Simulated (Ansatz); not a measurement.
# triplet InCNClF: levels of theory compared

Aim: a comparison of 3 runs (UHF/3-21G, UB3LYP/def2-SVP, UCAM-B3LYP/def2-SVP) of triplet InCNClF. 

Program for the calculation: Ansatz 0.2.0.

127 further runs of the same task are left out: 7 that didn't finish, 120 set aside as unsound or not needed.

## Step 1: The system as given

The species is InCNClF (5 atoms), meant as a triplet with charge 0. As SMILES of the parent species, `N#[C][In]([F])[Cl]`. The shape is that of a PBE0-D4/def2-TZVP optimisation. That shape belongs to the parent species and isn't relaxed for this state.

Bond lengths: N1–C2 1.152 Å, C2–In3 2.082 Å, In3–F4 1.924 Å, In3–Cl5 2.280 Å. Angles: N1–C2–In3 178.9°, C2–In3–F4 118.2°, C2–In3–Cl5 125.8°, F4–In3–Cl5 115.9°.

## Step 2: A single-point energy at UHF/3-21G (run 1)

Contents of run.yaml:

```yaml
crystal:
  periodic: [false, false, false]
  atoms:
    - {symbol: N, position_ang: [-1.392600, 1.451400, 1.648800]}
    - {symbol: C, position_ang: [-0.781900, 0.784400, 0.934900]}
    - {symbol: In, position_ang: [0.330400, -0.389600, -0.376400]}
    - {symbol: F, position_ang: [0.434400, -2.280900, -0.039700]}
    - {symbol: Cl, position_ang: [1.459700, 0.361000, -2.209100]}
basis:
  gaussian:
    orbitals: 3-21G-spherical.json
magnetization:
  spin_polarized: true
  initial_magnetization: 2
hamiltonian:
  xc: hf
accuracy: high
output: {orbitals: {seedname: orbitals}}
```

The basis set 3-21G is read from a file made from the Basis Set Exchange's data (not shown).

On the command line:

```
ansatz run run.yaml --threads 1 --pin off --max-ram 3480MiB --events-out events.jsonl --progress --plain --runs-dir runs
```

Standard output:

```text
Warning: RAYON_NUM_THREADS=1 ignored (pool sized by the plan → 1); use --threads N
Functional definition: HF
  name "HF"
  exchange = exact_x
  correlation = 0
1489 factors; integrals over basis functions are off by at most 9.8e-9 eV
mean field evaluation 1: about -173130.6874 eV, gradient 2.5e1 eV
mean field evaluation 2: about -173130.7435 eV, gradient 2.5e1 eV
mean field evaluation 4: about -173133.6898 eV, gradient 3.2e0 eV
mean field evaluation 8: about -173133.7864 eV, gradient 1.7e0 eV
mean field evaluation 16: about -173135.7190 eV, gradient 5.0e-1 eV
mean field evaluation 32: about -173135.6678 eV, gradient 1.3e-1 eV
mean field evaluation 64: about -173135.2469 eV, gradient 8.1e-1 eV
mean field evaluation 96: about -173134.8327 eV, gradient 4.3e0 eV
mean field evaluation 128: about -173135.6621 eV, gradient 4.6e-1 eV
mean field evaluation 160: about -173134.6583 eV, gradient 4.0e0 eV
mean field evaluation 192: about -173136.6024 eV, gradient 1.4e-5 eV
mean field evaluation 224: about -173135.5789 eV, gradient 1.0e-1 eV
mean field evaluation 256: about -173135.8778 eV, gradient 7.2e-1 eV
mean field evaluation 288: about -173135.3665 eV, gradient 5.4e-1 eV
mean field evaluation 320: about -173135.7258 eV, gradient 7.3e-1 eV
mean field evaluation 352: about -173133.6739 eV, gradient 2.9e0 eV
mean field evaluation 384: about -173136.3428 eV, gradient 8.0e-2 eV
mean field evaluation 416: about -173135.9991 eV, gradient 3.7e-1 eV
mean field evaluation 448: about -173134.4031 eV, gradient 4.1e0 eV
mean field evaluation 480: about -173134.6965 eV, gradient 8.0e-1 eV
mean field evaluation 512: about -173135.5094 eV, gradient 1.4e-1 eV
mean field evaluation 544: about -173136.4250 eV, gradient 1.8e-1 eV
mean field evaluation 576: about -173136.4024 eV, gradient 1.8e-1 eV
mean field evaluation 608: about -173135.9771 eV, gradient 7.1e-1 eV
mean field evaluation 640: about -173135.5494 eV, gradient 6.0e-1 eV
mean field evaluation 672: about -173136.3417 eV, gradient 1.3e-1 eV
mean field evaluation 704: about -173133.7607 eV, gradient 7.4e-1 eV
mean field evaluation 736: about -173135.9179 eV, gradient 3.5e-1 eV
mean field -173136.60243211 eV, -6362.6527831757 hartree, gradient 1.5e-8 eV, S^2 2.009604; 8 other end points of the search recorded, 0 dependent functions left out
reference -173136.60243211 eV, -6362.6527831757 hartree; 45, 43 occupied and 26, 28 virtual orbitals, 1489 factors
Total energy: -173136.60243211 eV, -6362.6527831757 hartree
```

Wall time 95 s (1 thread of Arm Neoverse N1, shared host); peak memory 0.33 GiB.

## Step 3: The energy at UB3LYP/def2-SVP (core potential) (run 2)

Contents of job.yaml:

```yaml
basis:
  gaussian:
    orbitals: def2-SVP
crystal:
  periodic: [false, false, false]
  atoms:
    - {symbol: N, position_ang: [-1.392600, 1.451400, 1.648800]}
    - {symbol: C, position_ang: [-0.781900, 0.784400, 0.934900]}
    - {symbol: In, position_ang: [0.330400, -0.389600, -0.376400]}
    - {symbol: F, position_ang: [0.434400, -2.280900, -0.039700]}
    - {symbol: Cl, position_ang: [1.459700, 0.361000, -2.209100]}
magnetization:
  spin_polarized: true
  initial_magnetization: 2
hamiltonian:
  xc: {name: B3LYP}
accuracy: high
output: {orbitals: {seedname: orbitals}}
```

On the command line:

```
ansatz run job.yaml --threads 1 --pin off --max-ram 3480MiB --events-out events.jsonl --progress --plain --runs-dir runs
```

Standard output:

```text
Warning: RAYON_NUM_THREADS=1 ignored (pool sized by the plan → 1); use --threads N
Functional definition: B3LYP
  name "B3LYP"
  parameter a0 = 0.2
  parameter ax = 0.72
  parameter ac = 0.81
  exchange = (1 - a0 - ax)*slater_x + ax*b88_x + a0*exact_x
  correlation = (1 - ac)*vwn_rpa_c + ac*lyp_c
1856 factors; integrals over basis functions are off by at most 7.9e-9 eV
mean field evaluation 1: about -22913.1037 eV, gradient 5.1e1 eV
mean field evaluation 2: about -22656.6230 eV, gradient 1.4e2 eV
mean field evaluation 4: about -22920.7135 eV, gradient 3.5e1 eV
mean field evaluation 8: about -22928.3708 eV, gradient 1.2e1 eV
mean field evaluation 16: about -22929.8212 eV, gradient 4.6e-1 eV
mean field evaluation 32: about -22929.9717 eV, gradient 7.8e-2 eV
mean field evaluation 64: about -22929.9719 eV, gradient 5.9e-6 eV
mean field evaluation 96: about -22929.8691 eV, gradient 1.3e0 eV
mean field evaluation 128: about -22929.5952 eV, gradient 4.6e-1 eV
mean field evaluation 160: about -22929.9609 eV, gradient 1.0e0 eV
mean field -22929.97187523 eV, -842.6609239217 hartree, gradient 6.9e-8 eV, S^2 2.006518; 10 other end points of the search recorded, 0 dependent functions left out
reference -22929.97191407 eV, -842.6609253489 hartree; 31, 29 occupied and 55, 57 virtual orbitals, 1856 factors
Total energy: -22929.97191407 eV, -842.6609253489 hartree
```

Run time: 2.3 min. Hardware: 1 thread of Arm Neoverse N1, shared host; peak memory 0.62 GiB.

## Step 4: A single-point energy at UCAM-B3LYP/def2-SVP (core potential) (run 3)

Contents of in.yaml:

```yaml
crystal:
  periodic: [false, false, false]
  atoms:
    - {symbol: N, position_ang: [-1.392600, 1.451400, 1.648800]}
    - {symbol: C, position_ang: [-0.781900, 0.784400, 0.934900]}
    - {symbol: In, position_ang: [0.330400, -0.389600, -0.376400]}
    - {symbol: F, position_ang: [0.434400, -2.280900, -0.039700]}
    - {symbol: Cl, position_ang: [1.459700, 0.361000, -2.209100]}
basis:
  gaussian: {orbitals: def2-SVP}
hamiltonian: {xc: {name: CAM-B3LYP}}
output: {orbitals: {seedname: orbitals}}
accuracy: high
magnetization: {spin_polarized: true, initial_magnetization: 2}
```

On the command line:

```
ansatz run in.yaml --threads 1 --pin off --max-ram 3480MiB --events-out events.jsonl --progress --plain --runs-dir runs
```

Standard output:

```text
Warning: RAYON_NUM_THREADS=1 ignored (pool sized by the plan → 1); use --threads N
Functional definition: CAM-B3LYP
  name "CAM-B3LYP"
  parameter alpha = 0.19
  parameter beta = 0.46
  parameter omega = 0.33/bohr
[... 1 set-up line as earlier in the session ...]
  exchange = (1 - alpha - beta)*b88_x + beta*b88_x_sr(omega) + alpha*exact_x + beta*exact_x_lr(omega)
  correlation = (1 - ac)*vwn5_c + ac*lyp_c
1856 factors; integrals over basis functions are off by at most 7.9e-9 eV
401 factors; integrals over basis functions are off by at most 1.4e-9 eV
mean field evaluation 1: about -22918.2892 eV, gradient 3.9e1 eV
mean field evaluation 2: about -22886.7236 eV, gradient 9.7e1 eV
mean field evaluation 4: about -22924.9575 eV, gradient 8.8e0 eV
mean field evaluation 8: about -22925.4626 eV, gradient 6.0e-1 eV
mean field evaluation 16: about -22925.4789 eV, gradient 5.6e-2 eV
mean field evaluation 32: about -22925.4797 eV, gradient 9.4e-4 eV
mean field evaluation 64: about -22925.4797 eV, gradient 1.2e-6 eV
mean field evaluation 96: about -22925.0576 eV, gradient 5.6e0 eV
mean field -22925.47972985 eV, -842.4958406239 hartree, gradient 9.6e-8 eV, S^2 2.008584; 6 other end points of the search recorded, 0 dependent functions left out
reference -22925.47974874 eV, -842.4958413179 hartree; 31, 29 occupied and 55, 57 virtual orbitals, 1856 factors
Total energy: -22925.47974874 eV, -842.4958413179 hartree
```

Wall time 1.7 min (1 thread of Arm Neoverse N1, shared host); peak memory 0.54 GiB.

## Step 5: The series

```csv
run,level,core potential,energy (Eh),HOMO energy (eV),⟨S²⟩,wall time
1,UHF/3-21G,none,-6362.652783,-7.86,2.010,95 s
2,UB3LYP/def2-SVP (core potential),def2-SVP,-842.660925,-4.27,2.007,2.3 min
3,UCAM-B3LYP/def2-SVP (core potential),def2-SVP,-842.495841,-5.62,2.009,1.7 min
```

## Step 6: Results

| quantity | value |
| --- | --- |
| run 3: total energy | -842.49584 Eh |
| run 3: HOMO energy (highest over α and β) | -5.62 eV |
| run 3: ⟨S²⟩ | 2.009 |

Totals of different functionals can't be ranked against each other. Some runs of one species differ in core potentials or relativity; totals across that change don't compare. In run 1 relativity is left out where basis or elements ask for it. All runs together took 5.6 min, the longest 2.3 min.
